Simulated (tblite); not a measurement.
# GeH5NSSi: the cost of one run

Computed with tblite 0.8.0 and PySCF 2.14.0; each step states its level. No surroundings beyond the atoms listed, unless a continuum is named. Atoms count from 0, parts from 1.

### 1 Starting point

9 atoms, charge 0, multiplicity 1; geometry: distance geometry start.

### 2 Relaxing the cluster with GFN2-xTB

The job: settings as JSON, then the geometry in Å.

```
{"job": {"kind": "relax", "xc": "GFN2-xTB", "basis": "xTB"}, "charge": 0, "multiplicity": 1}
Ge    -1.127420     1.333641     0.229096
S      0.761141     1.086258    -0.900862
Si     1.939378    -0.372876     0.144941
N     -2.510868     0.328257    -0.432336
H      1.367822    -0.651435     1.448151
H      3.289225     0.175651     0.338278
H      1.909311    -1.573098    -0.732843
H     -3.328612     0.279509     0.241364
H     -2.244719    -0.646136    -0.696111
```

Method: GFN2-xTB geometry optimisation, gas phase.

Launch:

```
$ OMP_NUM_THREADS=1 python cluster_run.py task.json out
```

One launch serves the whole session: the jobs run in the order shown.

**Question.** How long does this first job take on 1 thread of Intel Xeon at 2.50GHz, shared host?

About 5.6 s.
